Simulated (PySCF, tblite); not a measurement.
# C6H4F2: protonation

Aim: compute the protonation of C6H4F2 (`Fc1ccc(F)cc1`).

Computed with tblite 0.8.0 and PySCF 2.14.0 and routines of our own; the level stands in each step. Atoms count from 0.

## (1) The system as given

12 atoms, charge 0, multiplicity 1; geometry from: start built from the parent or by distance geometry.

## (2) Relaxing the molecule with GFN2-xTB

The job: settings as JSON, then the geometry in Å.

```
{"job": {"kind": "relax", "xc": "GFN2-xTB", "basis": "xTB"}, "charge": 0, "multiplicity": 1}
F      2.753200     0.194400    -0.133000
C      1.374200     0.121200    -0.087600
C      0.608700     1.227700    -0.021300
C     -0.799200     1.169500     0.019700
C     -1.365300    -0.113000     0.074900
F     -2.723900    -0.193300     0.117800
C     -0.612200    -1.262400     0.014400
C      0.780000    -1.133500    -0.034000
H      1.104600     2.204800    -0.046800
H     -1.410200     2.055200     0.076300
H     -1.116300    -2.232000     0.039300
H      1.409000    -2.039900    -0.071800
```

Started as:

```sh
$ OMP_NUM_THREADS=1 python redox_run.py task.json out
```

The driver reads the jobs from task.json and runs them one after another.

Log:

```text
step      E/eV     max force
  0    -662.12162    2.654
  1    -662.21026    1.354
  2    -662.24686    0.550
  3    -662.26478    0.333
  4    -662.27089    0.237
  5    -662.27201    0.080
  6    -662.27241    0.052
  7    -662.27283    0.064
  8    -662.27296    0.040
  9    -662.27299    0.011
 10    -662.27300    0.010
```

Wall time 0.04 s (1 thread of Arm Neoverse V2, shared host).

The steps of the relaxation:

| step | energy from step 0 (eV) | largest force (eV/Å) |
| --- | --- | --- |
| 0 | 0.0000 | 2.6537 |
| 1 | -0.0886 | 1.3536 |
| 2 | -0.1252 | 0.5505 |
| 3 | -0.1432 | 0.3333 |
| 4 | -0.1493 | 0.2370 |
| 5 | -0.1504 | 0.0798 |
| 6 | -0.1508 | 0.0518 |
| 7 | -0.1512 | 0.0644 |
| 8 | -0.1513 | 0.0397 |
| 9 | -0.1514 | 0.0107 |
| 10 | -0.1514 | 0.0100 |

Close pairs (by a distance rule), those that changed most:

| bond | before (Å) | after (Å) | change (Å) |
| --- | --- | --- | --- |
| C1–C2 | 1.347 | 1.384 | +0.037 |
| F0–C1 | 1.382 | 1.347 | -0.034 |
| C2–C3 | 1.410 | 1.383 | -0.027 |
| C7–H11 | 1.104 | 1.078 | -0.026 |
| C3–C4 | 1.403 | 1.384 | -0.019 |
| C2–H8 | 1.096 | 1.078 | -0.018 |
| C6–C7 | 1.399 | 1.383 | -0.016 |
| C6–H10 | 1.093 | 1.078 | -0.015 |

The next job starts from the end point, and lists it.

## (3) Infrared spectrum with GFN2-xTB

The job: settings as JSON, then the geometry in Å.

```
{"job": {"kind": "ir", "xc": "GFN2-xTB", "basis": "xTB"}, "charge": 0, "multiplicity": 1}
F      2.697399     0.193925    -0.133380
C      1.355039     0.097049    -0.069419
C      0.602598     1.257813    -0.029298
C     -0.775478     1.159365     0.035945
C     -1.355142    -0.097394     0.057933
F     -2.697608    -0.194468     0.120102
C     -0.602356    -1.258198     0.019347
C      0.775767    -1.159632    -0.043902
H      1.095072     2.216794    -0.048155
H     -1.397326     2.039388     0.070963
H     -1.094643    -2.217136     0.040356
H      1.399075    -2.038876    -0.072545
```

Log:

```text
mode    cm-1     km/mol
  1     147.4      7.33
  2     327.2     13.68
  3     365.1      0.00
  4     384.5      0.00
  5     408.5      0.00
  6     418.9      0.00
  7     483.7      0.00
  8     609.7      0.00
  9     656.9      0.00
 10     720.6     64.67
 11     817.4     78.68
 12     865.7      0.00
 13     870.1      0.00
 14     902.7      0.00
 15     917.0      0.00
 16    1012.9     21.57
 17    1105.8      2.00
 18    1153.0      0.00
 19    1171.7    204.94
 20    1240.1      0.00
 21    1269.9      0.00
 22    1325.0      0.00
 23    1416.2      8.63
 24    1476.5    236.29
 25    1594.6      0.00
 26    1602.4      0.00
 27    3110.4      0.19
 28    3111.7      8.12
 29    3119.7     10.54
 30    3120.7      0.31
ZPE 213.688  H(298)-E 232.473  G(298)-E 137.475 kJ/mol  S 318.63 J/(mol K)
```

Run time: 0.24 s. Hardware: 1 thread of Arm Neoverse V2, shared host.

Which atoms move in the most intense modes:

| cm⁻¹ | km/mol | atoms |
| --- | --- | --- |
| 327 | 13.7 | F5 33 %, F0 33 % |
| 721 | 64.7 | F5 24 %, F0 24 %, C7 11 %, C2 11 % |
| 817 | 78.7 | H10 16 %, H9 16 %, H11 16 %, H8 16 % |
| 1013 | 21.6 | C2 15 %, C6 15 %, C7 15 %, C3 15 % |
| 1172 | 204.9 | C4 21 %, C1 21 % |
| 1416 | 8.6 | C4 15 %, C1 15 %, C7 14 %, C3 14 % |
| 1476 | 236.3 | C4 17 %, C1 17 %, C6 11 %, C2 11 % |
| 3120 | 10.5 | H9 33 %, H8 28 %, H10 16 %, H11 15 % |

## (4) Geometry optimisation at PBE0-D3(BJ)/def2-SVP

Settings changed since step 3:

```diff
@@ -1,2 +1,2 @@
-{"job": {"kind": "ir", "xc": "GFN2-xTB", "basis": "xTB"}, "charge": 0, "multiplicity": 1}
+{"job": {"xc": "PBE0", "basis": "def2-SVP", "d3": "d3bj", "grid": 1, "kind": "geom"}, "charge": 0, "multiplicity": 1}
 F      2.697399     0.193925    -0.133380
```

Log:

```text
step   0  E = -429.95094362  max force = 0.018975
step   1  E = -429.95207847  max force = 0.003053
step   2  E = -429.95212299  max force = 0.000436
step   3  E = -429.95209835  max force = 0.002177
step   4  E = -429.95211407  max force = 0.001170
step   5  E = -429.95211973  max force = 0.000249
step   6  E = -429.95212159  max force = 0.000144
optimisation converged
```

Wall time 37 s (1 thread of Arm Neoverse V2, shared host).

Step by step:

| step | energy from step 0 (eV) | largest force component (eV/Å) |
| --- | --- | --- |
| 0 | 0.0000 | 0.9757 |
| 1 | -0.0309 | 0.1570 |
| 2 | -0.0321 | 0.0224 |
| 3 | -0.0314 | 0.1119 |
| 4 | -0.0318 | 0.0602 |
| 5 | -0.0320 | 0.0128 |
| 6 | -0.0321 | 0.0074 |

Distances of close pairs at the start and the end, largest changes first:

| bond | before (Å) | after (Å) | change (Å) |
| --- | --- | --- | --- |
| C4–F5 | 1.347 | 1.332 | -0.015 |
| F0–C1 | 1.347 | 1.332 | -0.015 |
| C6–H10 | 1.078 | 1.091 | +0.013 |
| C3–H9 | 1.078 | 1.091 | +0.013 |
| C7–H11 | 1.078 | 1.091 | +0.013 |
| C2–H8 | 1.078 | 1.091 | +0.013 |
| C6–C7 | 1.383 | 1.393 | +0.010 |
| C2–C3 | 1.383 | 1.393 | +0.010 |

The final coordinates are the input of the step that follows.

| at the end point | value |
| --- | --- |
| point group (found at 0.08 Å tolerance) | D2h |
| rotational constants (GHz, main isotopes) | 5.667, 1.429, 1.141 |
| dipole moment (D) | 0.00 |

## (5) Harmonic vibrations (C₆H₄F₂): PBE0-D3(BJ)/def2-SVP

The job: settings as JSON, then the geometry in Å.

```
{"job": {"xc": "PBE0", "basis": "def2-SVP", "d3": "d3bj", "grid": 2, "kind": "hessian"}, "charge": 0, "multiplicity": 1}
F      2.656537     0.335187    -0.408332
C      1.349475     0.170061    -0.210169
C      0.535617     1.289763    -0.081569
C     -0.830586     1.117319     0.126985
C     -1.349018    -0.170440     0.201521
F     -2.656065    -0.334957     0.400259
C     -0.535154    -1.290104     0.072786
C      0.831051    -1.117679    -0.135783
H      0.979344     2.284702    -0.145994
H     -1.501545     1.971496     0.232600
H     -0.978885    -2.285054     0.137112
H      1.501981    -1.971863    -0.241498
```

Log:

```text
coarse grid: 11168 points
cycle   1  E = -429.8269940785  dE =  1.359e+00  |g| = 5.990e-01  |ddm| = 4.267e+00
cycle   2  E = -429.7927745309  dE =  3.422e-02  |g| = 7.669e-01  |ddm| = 1.335e+00
cycle   3  E = -429.8903837970  dE = -9.761e-02  |g| = 7.300e-02  |ddm| = 7.724e-01
cycle   4  E = -429.8914049353  dE = -1.021e-03  |g| = 2.559e-02  |ddm| = 9.334e-02
cycle   5  E = -429.8915523983  dE = -1.475e-04  |g| = 7.385e-03  |ddm| = 3.582e-02
cycle   6  E = -429.8915642731  dE = -1.187e-05  |g| = 2.102e-03  |ddm| = 1.034e-02
cycle   7  E = -429.8915652139  dE = -9.408e-07  |g| = 7.780e-05  |ddm| = 2.246e-03
final grid: 111944 points
cycle   8  E = -429.9520995621  dE = -2.431e-05  |g| = 7.414e-03  |ddm| = 3.169e-02
cycle   9  E = -429.9520899435  dE =  9.619e-06  |g| = 1.059e-02  |ddm| = 1.801e-02
cycle  10  E = -429.9521119326  dE = -2.199e-05  |g| = 8.486e-04  |ddm| = 1.106e-02
cycle  11  E = -429.9521120820  dE = -1.494e-07  |g| = 1.066e-04  |ddm| = 1.072e-03
cycle  12  E = -429.9521120841  dE = -2.128e-09  |g| = 1.629e-05  |ddm| = 1.604e-04
cycle  13  E = -429.9521120842  dE = -4.616e-11  |g| = 8.031e-06  |ddm| = 2.833e-05
converged SCF energy = -429.9521120842

mode    cm-1
  1     163.1
  2     356.8
  3     386.8
  4     438.1
  5     453.1
  6     458.3
  7     527.6
  8     648.5
  9     712.0
 10     761.9
 11     820.4
 12     865.9
 13     889.5
 14     953.8
 15     974.3
 16    1020.5
 17    1094.4
 18    1143.2
 19    1267.4
 20    1281.6
 21    1344.0
 22    1389.7
 23    1469.3
 24    1578.4
 25    1690.2
 26    1714.8
 27    3231.8
 28    3234.6
 29    3245.3
 30    3245.7
ZPE 223.471  H(298)-E 241.362  G(298)-E 147.905 kJ/mol  S 313.46 J/(mol K)
```

Wall time 4.4 min (1 thread of Arm Neoverse V2, shared host); peak memory 1.9 GiB.

Zero-point energy 223.47 kJ/mol (xTB gave 213.69).

## (6) Single point (C6H4F2): wB97X-D3(BJ)/def2-TZVP

Geometry: PBE0-D3(BJ)/def2-SVP.

Settings changed since step 5:

```diff
@@ -1,2 +1,2 @@
-{"job": {"xc": "PBE0", "basis": "def2-SVP", "d3": "d3bj", "grid": 2, "kind": "hessian"}, "charge": 0, "multiplicity": 1}
+{"job": {"kind": "sp", "xc": "wB97X", "basis": "def2-TZVP", "d3": "d3bj", "grid": 2}, "charge": 0, "multiplicity": 1}
 F      2.656537     0.335187    -0.408332
```

Log:

```text
coarse grid: 11168 points
cycle   1  E = -430.9379001147  dE =  1.811e+00  |g| = 6.688e-01  |ddm| = 6.779e+00
cycle   2  E = -430.9525728629  dE = -1.467e-02  |g| = 6.978e-01  |ddm| = 1.628e+00
cycle   3  E = -431.0203087233  dE = -6.774e-02  |g| = 6.287e-02  |ddm| = 1.041e+00
cycle   4  E = -431.0209971898  dE = -6.885e-04  |g| = 2.484e-02  |ddm| = 8.558e-02
cycle   5  E = -431.0211276967  dE = -1.305e-04  |g| = 8.320e-03  |ddm| = 4.429e-02
cycle   6  E = -431.0211429613  dE = -1.526e-05  |g| = 8.674e-04  |ddm| = 9.927e-03
cycle   7  E = -431.0211433571  dE = -3.957e-07  |g| = 3.290e-04  |ddm| = 2.268e-03
final grid: 111944 points
cycle   8  E = -431.0097756994  dE = -6.985e-05  |g| = 5.738e-03  |ddm| = 5.355e-02
cycle   9  E = -431.0097765191  dE = -8.197e-07  |g| = 5.262e-03  |ddm| = 1.825e-02
cycle  10  E = -431.0097798892  dE = -3.370e-06  |g| = 5.975e-04  |ddm| = 7.821e-03
cycle  11  E = -431.0097799459  dE = -5.670e-08  |g| = 1.877e-04  |ddm| = 1.030e-03
cycle  12  E = -431.0097799549  dE = -9.042e-09  |g| = 1.773e-05  |ddm| = 2.607e-04
converged SCF energy = -431.0097799549
```

Wall time 14 s (1 thread of Arm Neoverse V2, shared host); peak memory 1.1 GiB.

## (7) Optimising the geometry with GFN2-xTB

This step treats C6H5F2+, `FC1C=CC(=[F+])C=C1`.

The job: settings as JSON, then the geometry in Å.

```
{"job": {"kind": "relax", "xc": "GFN2-xTB", "basis": "xTB"}, "charge": 1, "multiplicity": 1}
F      2.672800     0.329100    -0.413600
C      1.338700     0.178700    -0.233200
C      0.553100     1.282200    -0.078400
C     -0.833100     1.131900     0.106400
C     -1.352200    -0.174300     0.212900
F     -2.667100    -0.336700     0.391500
C     -0.534700    -1.284300     0.061800
C      0.842500    -1.108700    -0.130800
H      0.988400     2.277900    -0.147200
H     -1.510900     1.968800     0.237900
H     -0.985800    -2.289000     0.130200
H      1.493500    -1.978600    -0.241600
H      1.590700     0.245900     0.833300
```

Log:

```text
step      E/eV     max force
  0    -661.00915    4.806
  1    -661.47222    2.014
  2    -661.67826    1.373
  3    -661.85883    1.245
  4    -661.92117    1.034
  5    -661.97438    0.480
  6    -661.99243    0.456
  7    -662.01302    0.306
  8    -662.02476    0.288
  9    -662.03199    0.264
 10    -662.03995    0.229
 11    -662.05004    0.249
 12    -662.05738    0.231
 13    -662.06132    0.168
 14    -662.06354    0.111
 15    -662.06487    0.095
 16    -662.06561    0.061
 17    -662.06591    0.062
 18    -662.06609    0.045
 19    -662.06626    0.032
 20    -662.06643    0.031
 21    -662.06657    0.033
 22    -662.06674    0.040
 23    -662.06697    0.042
 24    -662.06720    0.042
 25    -662.06735    0.027
 26    -662.06743    0.021
 27    -662.06748    0.022
 28    -662.06754    0.024
 29    -662.06761    0.024
 30    -662.06768    0.021
 31    -662.06775    0.027
 32    -662.06781    0.025
 33    -662.06785    0.015
 34    -662.06788    0.014
 35    -662.06790    0.014
 36    -662.06793    0.020
 37    -662.06797    0.020
 38    -662.06800    0.011
 39    -662.06800    0.004
```

It took 0.3 s on 1 thread of Arm Neoverse V2, shared host.

Relaxation path: (not every step is listed)

| step | energy from step 0 (eV) | largest force (eV/Å) |
| --- | --- | --- |
| 0 | 0.0000 | 4.8057 |
| 1 | -0.4631 | 2.0143 |
| 2 | -0.6691 | 1.3727 |
| 3 | -0.8497 | 1.2452 |
| 4 | -0.9120 | 1.0344 |
| 5 | -0.9652 | 0.4804 |
| 6 | -0.9833 | 0.4562 |
| 7 | -1.0039 | 0.3060 |
| 8 | -1.0156 | 0.2877 |
| 10 | -1.0308 | 0.2289 |
| 12 | -1.0482 | 0.2307 |
| 14 | -1.0544 | 0.1112 |
| 16 | -1.0565 | 0.0605 |
| 18 | -1.0569 | 0.0447 |
| 20 | -1.0573 | 0.0307 |
| 22 | -1.0576 | 0.0399 |
| 24 | -1.0580 | 0.0421 |
| 26 | -1.0583 | 0.0206 |
| 28 | -1.0584 | 0.0235 |
| 30 | -1.0585 | 0.0208 |
| 32 | -1.0587 | 0.0252 |
| 34 | -1.0587 | 0.0136 |
| 35 | -1.0588 | 0.0136 |
| 36 | -1.0588 | 0.0202 |
| 37 | -1.0588 | 0.0203 |
| 38 | -1.0589 | 0.0114 |
| 39 | -1.0589 | 0.0041 |

Distances of close pairs at the start and the end, largest changes first:

| bond | before (Å) | after (Å) | change (Å) |
| --- | --- | --- | --- |
| C1–C2 | 1.363 | 1.473 | +0.110 |
| C1–C7 | 1.384 | 1.473 | +0.090 |
| C2–C3 | 1.407 | 1.361 | -0.045 |
| C6–C7 | 1.402 | 1.361 | -0.040 |
| C4–F5 | 1.337 | 1.299 | -0.038 |
| C1–H12 | 1.098 | 1.133 | +0.036 |
| C4–C6 | 1.387 | 1.411 | +0.024 |
| C6–H10 | 1.103 | 1.082 | -0.022 |

The end geometry stands in the next job.

## (8) Infrared spectrum with GFN2-xTB

The job: settings as JSON, then the geometry in Å.

```
{"job": {"kind": "ir", "xc": "GFN2-xTB", "basis": "xTB"}, "charge": 1, "multiplicity": 1}
F      2.574722     0.335682    -0.684629
C      1.419548     0.180225    -0.007980
C      0.504842     1.334245    -0.052162
C     -0.831382     1.147448     0.129911
C     -1.341607    -0.165357     0.207325
F     -2.624256    -0.325902     0.330795
C     -0.527454    -1.310573     0.083184
C      0.813079    -1.159145    -0.100408
H      0.937254     2.315947    -0.198461
H     -1.524526     1.977738     0.150160
H     -0.997053    -2.285026     0.069974
H      1.471214    -1.999226    -0.282924
H      1.721512     0.196897     1.084385
```

Log:

```text
mode    cm-1     km/mol
  1     111.6     10.44
  2     281.7      1.64
  3     301.7     22.15
  4     344.0      9.81
  5     401.4      1.90
  6     406.6      0.56
  7     466.1     10.23
  8     582.2      1.15
  9     674.9      2.48
 10     721.1     73.21
 11     749.9     13.98
 12     830.5     10.82
 13     852.1    101.87
 14     901.0     29.31
 15     923.4      8.41
 16     930.3      6.12
 17     957.6      1.71
 18    1077.0      9.53
 19    1101.0     22.59
 20    1110.8      7.90
 21    1158.3    108.64
 22    1191.3      1.18
 23    1261.4      5.77
 24    1267.3     15.36
 25    1419.1    287.40
 26    1435.4     66.72
 27    1481.5     39.36
 28    1577.4    190.98
 29    2535.3     73.79
 30    3067.7     28.85
 31    3068.7     32.12
 32    3084.8     77.44
 33    3086.8      4.37
ZPE 235.423  H(298)-E 255.279  G(298)-E 154.704 kJ/mol  S 337.33 J/(mol K)
```

It took 0.28 s on 1 thread of Arm Neoverse V2, shared host.

The strongest bands and the atoms that carry them (share of the mass-weighted mode):

| cm⁻¹ | km/mol | atoms |
| --- | --- | --- |
| 721 | 73.2 | C1 15 %, F5 13 %, F0 11 %, C4 10 % |
| 852 | 101.9 | H8 16 %, H11 16 %, H9 14 %, H10 14 % |
| 1158 | 108.6 | C1 32 %, H10 21 %, H9 21 %, F0 10 % |
| 1419 | 287.4 | C4 47 %, F5 10 % |
| 1435 | 66.7 | C4 48 %, C6 20 %, C3 20 % |
| 1577 | 191.0 | C3 25 %, C6 25 %, C2 20 %, C7 20 % |
| 2535 | 73.8 | H12 94 % |
| 3085 | 77.4 | H10 42 %, H9 40 % |

## (9) Relaxing the molecule at PBE0-D3(BJ)/def2-SVP

This step treats C6H5F2+, `FC1C=CC(=[F+])C=C1`.

Settings changed since step 8:

```diff
@@ -1,2 +1,2 @@
-{"job": {"kind": "ir", "xc": "GFN2-xTB", "basis": "xTB"}, "charge": 1, "multiplicity": 1}
+{"job": {"xc": "PBE0", "basis": "def2-SVP", "d3": "d3bj", "grid": 1, "kind": "geom"}, "charge": 1, "multiplicity": 1}
 F      2.574722     0.335682    -0.684629
```

Log:

```text
step   0  E = -430.22249657  max force = 0.016132
step   1  E = -430.22223018  max force = 0.009221
step   2  E = -430.22378600  max force = 0.002047
step   3  E = -430.22408205  max force = 0.002904
step   4  E = -430.22412416  max force = 0.001737
step   5  E = -430.22413798  max force = 0.000316
optimisation converged
```

It took 38 s on 1 thread of Arm Neoverse V2, shared host.

Step by step: (the energy doesn't fall at every step)

| step | energy from step 0 (eV) | largest force component (eV/Å) |
| --- | --- | --- |
| 0 | 0.0000 | 0.8295 |
| 1 | 0.0072 | 0.4742 |
| 2 | -0.0351 | 0.1053 |
| 3 | -0.0431 | 0.1493 |
| 4 | -0.0443 | 0.0893 |
| 5 | -0.0447 | 0.0162 |

Close pairs (by a distance rule), those that changed most:

| bond | before (Å) | after (Å) | change (Å) |
| --- | --- | --- | --- |
| C4–F5 | 1.299 | 1.285 | -0.014 |
| C7–H11 | 1.083 | 1.095 | +0.013 |
| C2–H8 | 1.083 | 1.095 | +0.013 |
| C6–H10 | 1.082 | 1.093 | +0.011 |
| C3–H9 | 1.082 | 1.093 | +0.011 |
| F0–C1 | 1.348 | 1.339 | -0.009 |
| C4–C6 | 1.411 | 1.417 | +0.006 |
| C3–C4 | 1.411 | 1.416 | +0.006 |

The next job starts from the end point, and lists it.

| at the end point | value |
| --- | --- |
| point group (found at 0.08 Å tolerance) | Cs |
| rotational constants (GHz, main isotopes) | 5.139, 1.452, 1.152 |

## (10) Harmonic vibrations (C₆H₅F₂+): PBE0-D3(BJ)/def2-SVP

The job: settings as JSON, then the geometry in Å.

```
{"job": {"xc": "PBE0", "basis": "def2-SVP", "d3": "d3bj", "grid": 2, "kind": "hessian"}, "charge": 1, "multiplicity": 1}
F      2.276305     0.301688    -1.333564
C      1.353202     0.174305    -0.372115
C      0.450176     1.329026    -0.216165
C     -0.784832     1.165423     0.335648
C     -1.237668    -0.153971     0.581259
F     -2.412938    -0.303315     1.078115
C     -0.486605    -1.319609     0.291750
C      0.749204    -1.165998    -0.261236
H      0.845172     2.317579    -0.474079
H     -1.455133     2.002522     0.545786
H     -0.937127    -2.299296     0.469115
H      1.366850    -2.022164    -0.553423
H      1.870595     0.216630     0.639605
```

Log:

```text
coarse grid: 11792 points
cycle   1  E = -430.0753984042  dE =  1.669e+00  |g| = 6.808e-01  |ddm| = 4.166e+00
cycle   2  E = -429.9797679999  dE =  9.563e-02  |g| = 1.029e+00  |ddm| = 2.005e+00
cycle   3  E = -430.1646845514  dE = -1.849e-01  |g| = 8.031e-02  |ddm| = 1.290e+00
cycle   4  E = -430.1654076869  dE = -7.231e-04  |g| = 4.640e-02  |ddm| = 1.158e-01
cycle   5  E = -430.1658464266  dE = -4.387e-04  |g| = 8.118e-03  |ddm| = 5.364e-02
cycle   6  E = -430.1658555659  dE = -9.139e-06  |g| = 4.542e-03  |ddm| = 1.418e-02
cycle   7  E = -430.1658611623  dE = -5.596e-06  |g| = 8.378e-04  |ddm| = 5.568e-03
final grid: 117320 points
cycle   8  E = -430.2241494751  dE = -2.503e-05  |g| = 5.808e-03  |ddm| = 2.490e-02
cycle   9  E = -430.2241447438  dE =  4.731e-06  |g| = 7.937e-03  |ddm| = 1.623e-02
cycle  10  E = -430.2241577086  dE = -1.296e-05  |g| = 1.080e-03  |ddm| = 1.014e-02
cycle  11  E = -430.2241579159  dE = -2.074e-07  |g| = 1.445e-04  |ddm| = 1.144e-03
cycle  12  E = -430.2241579191  dE = -3.145e-09  |g| = 6.693e-05  |ddm| = 2.935e-04
cycle  13  E = -430.2241579198  dE = -7.019e-10  |g| = 1.753e-05  |ddm| = 8.437e-05
cycle  14  E = -430.2241579198  dE = -5.684e-11  |g| = 6.574e-06  |ddm| = 2.885e-05
converged SCF energy = -430.2241579198

mode    cm-1
  1     125.4
  2     282.6
  3     325.3
  4     382.5
  5     439.4
  6     446.2
  7     496.1
  8     606.9
  9     723.5
 10     764.8
 11     766.1
 12     838.2
 13     895.6
 14     964.8
 15     973.0
 16    1036.0
 17    1046.3
 18    1107.0
 19    1150.2
 20    1230.9
 21    1274.1
 22    1277.5
 23    1364.9
 24    1387.1
 25    1537.7
 26    1548.4
 27    1583.9
 28    1704.1
 29    2778.5
 30    3223.4
 31    3223.8
 32    3240.9
 33    3241.6
ZPE 251.138  H(298)-E 270.069  G(298)-E 171.026 kJ/mol  S 332.19 J/(mol K)
```

It took 5.3 min on 1 thread of Arm Neoverse V2, shared host; peak memory 2 GiB.

Zero-point energy 251.14 kJ/mol (xTB gave 235.42).

## (11) Single point (C6H5F2+): wB97X-D3(BJ)/def2-TZVP

Geometry: PBE0-D3(BJ)/def2-SVP.

Settings changed since step 10:

```diff
@@ -1,2 +1,2 @@
-{"job": {"xc": "PBE0", "basis": "def2-SVP", "d3": "d3bj", "grid": 2, "kind": "hessian"}, "charge": 1, "multiplicity": 1}
+{"job": {"kind": "sp", "xc": "wB97X", "basis": "def2-TZVP", "d3": "d3bj", "grid": 2}, "charge": 1, "multiplicity": 1}
 F      2.276305     0.301688    -1.333564
```

Log:

```text
coarse grid: 11792 points
cycle   1  E = -431.1570825915  dE =  2.165e+00  |g| = 8.186e-01  |ddm| = 4.239e+00
cycle   2  E = -431.1743252401  dE = -1.724e-02  |g| = 9.045e-01  |ddm| = 2.422e+00
cycle   3  E = -431.2994868014  dE = -1.252e-01  |g| = 9.479e-02  |ddm| = 1.565e+00
cycle   4  E = -431.3007941644  dE = -1.307e-03  |g| = 3.436e-02  |ddm| = 1.297e-01
cycle   5  E = -431.3010292371  dE = -2.351e-04  |g| = 1.039e-02  |ddm| = 6.227e-02
cycle   6  E = -431.3010524325  dE = -2.320e-05  |g| = 3.101e-03  |ddm| = 1.370e-02
cycle   7  E = -431.3010554095  dE = -2.977e-06  |g| = 1.248e-03  |ddm| = 6.638e-03
final grid: 117320 points
cycle   8  E = -431.2874977390  dE = -6.834e-05  |g| = 7.034e-03  |ddm| = 5.478e-02
cycle   9  E = -431.2874975103  dE =  2.286e-07  |g| = 7.216e-03  |ddm| = 1.498e-02
cycle  10  E = -431.2875040710  dE = -6.561e-06  |g| = 6.068e-04  |ddm| = 9.308e-03
cycle  11  E = -431.2875041556  dE = -8.459e-08  |g| = 1.957e-04  |ddm| = 9.045e-04
cycle  12  E = -431.2875041717  dE = -1.612e-08  |g| = 5.444e-05  |ddm| = 5.615e-04
cycle  13  E = -431.2875041745  dE = -2.750e-09  |g| = 3.205e-05  |ddm| = 2.360e-04
converged SCF energy = -431.2875041745
```

Run time: 17 s. Hardware: 1 thread of Arm Neoverse V2, shared host; peak memory 1.1 GiB.

[end of part 1 of 2]
